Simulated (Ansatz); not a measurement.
# GaN₂ (quartet): wave-function methods side by side, cc-pVTZ

An exercise on one series of results from a longer session: the logs are not shown, and one member is left open.

Computed with Ansatz 0.2.0, Gaussian basis. Level: cc-pVTZ, core rule «outside noble gas», up to 16 orbitals frozen.

To be run: UHF; CCSD(T) on ROHF; CCSD(T) on UHF; BCCD(T) on ROHF; CCSDT(Q) on ROHF; CCSDT(Q) on UHF; CASSCF and NEVPT2, 13 electrons in 12 orbitals.

5 further runs of the same task are left out: 2 for a known fault of the program, 3 set aside as unsound or not needed.

### The system

The geometry is a PBE0/def2-TZVP stationary point (not a proven minimum). No spin-orbit coupling is included. The filled d shell of Ga may be among the frozen orbitals whatever the setting's name suggests; the logs give the count.

3 atoms, charge 0, spin multiplicity 4.

Atoms are counted from 1 here; the program's logs count them from 0.

Bond lengths: N1–Ga2 1.807 Å, Ga2–N3 1.807 Å. Angles: N1–Ga2–N3 180.0°.

Geometry (Å):

```xyz
3
charge 0, multiplicity 4
N     0.0000    0.0000    1.8066
Ga    0.0000    0.0000    0.0000
N     0.0000    0.0000   -1.8066
```

The first run:

in.yaml reads:

```yaml
crystal:
  periodic: [false, false, false]
  atoms:
    - {symbol: N, position_ang: [0.000000, 0.000000, 1.806600]}
    - {symbol: Ga, position_ang: [0.000000, 0.000000, 0.000000]}
    - {symbol: N, position_ang: [0.000000, 0.000000, -1.806600]}
basis:
  gaussian: {orbitals: cc-pVTZ}
magnetization: {spin_polarized: true, initial_magnetization: 3}
hamiltonian: {xc: hf}
output: {orbitals: {seedname: orbitals}}
```

Run with:

```bash
ansatz run in.yaml --threads 1 --pin off --events-out ev --progress --plain --max-ram 4096MiB --backend cpu
```

Steps of the session up to this table: UHF; CCSD(T) on ROHF; CCSD(T) on UHF; BCCD(T) on ROHF; CCSDT(Q) on ROHF; CCSDT(Q) on UHF; CASSCF and NEVPT2, 13 electrons in 12 orbitals.

One table of the session follows, with a row left open; its other results are not shown here.

It belongs to the step «Misses and costs». 

| method | from RCCSDT(Q) (meV) |
| --- | --- |
| UHF | +10973.0 |
| RMP2 | +986.8 |
| UMP2 | +2154.8 |
| RCCSD | +845.3 |
| UCCSD | +705.6 |
| RCCSD(T) | +137.0 |
| UCCSD(T) | +156.3 |
| BCCD(T) | ? |
| RCCSDT | +98.7 |
| UCCSDT | +63.0 |
| RCCSDT(Q) | 0 |
| UCCSDT(Q) | -12.9 |
| CASSCF valence | +8267.7 |
| NEVPT2 valence | +1385.1 |

**Question.** Estimate the row for BCCD(T).

The run gave: from RCCSDT(Q) (meV): +148.4. In the column «from RCCSDT(Q) (meV)» it lies between RCCSD(T) (+137.0) and UCCSD(T) (+156.3).

Left out of the table: ROHF (another determinant or state than the rows shown).

Caveats from the session: The determinant is far from a pure spin state, so its energy mixes those of several spin states (harmless only where they are near-degenerate, as at dissociation). The report flags that the cluster equations may have other roots. The program flags RCCSD(T), BCCD(T), RCCSDT(Q) as in doubt, so the zero of the table is itself unsure. Warnings: spin contamination; coupled cluster took another determinant than the lowest; large T1 diagnostic. Restricted and unrestricted rows rest on different reference determinants; where their highest levels disagree by more than a few hundredths of an eV, they describe different states and don't form one ladder.
